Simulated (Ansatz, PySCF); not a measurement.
**TlF3 in two programs**

TlF3 (singlet), relaxed with PySCF 2.14.0, RKS PBE0, Tl def2-SVP with ECP60, F def2-SVP; non-relativistic Hamiltonian with scalar-relativistic core potentials where named; density fitting; no spin-orbit coupling:

```xyz
4

Tl    0.2712    0.0000    0.0000
F    -0.6057    0.0000    1.8078
F    -0.6057    0.0000   -1.8078
F     2.2896    0.0000    0.0000
```

There the HOMO–LUMO gap is 6.08 eV. 

The same geometry by Ansatz 0.2.0 (PBE, PAW, a periodic box with 9 Å of vacuum):

```tsv
spin-orbit coupling	gap (eV)	largest force component (eV/Å)
without	3.37	0.31
```

(1) What does the run with spin-orbit coupling give?

The spin-orbit runs use fully relativistic datasets of their own, so changes of a few hundredths of an eV needn't come from the coupling.

The two programs differ in functional, so their gaps don't test each other.

Answers

(1) gap (eV): 3.36, largest force component (eV/Å): 0.22. It took 9.8 s on 2 threads of Arm Neoverse V2, on a shared host, peak memory 1.6 GiB.
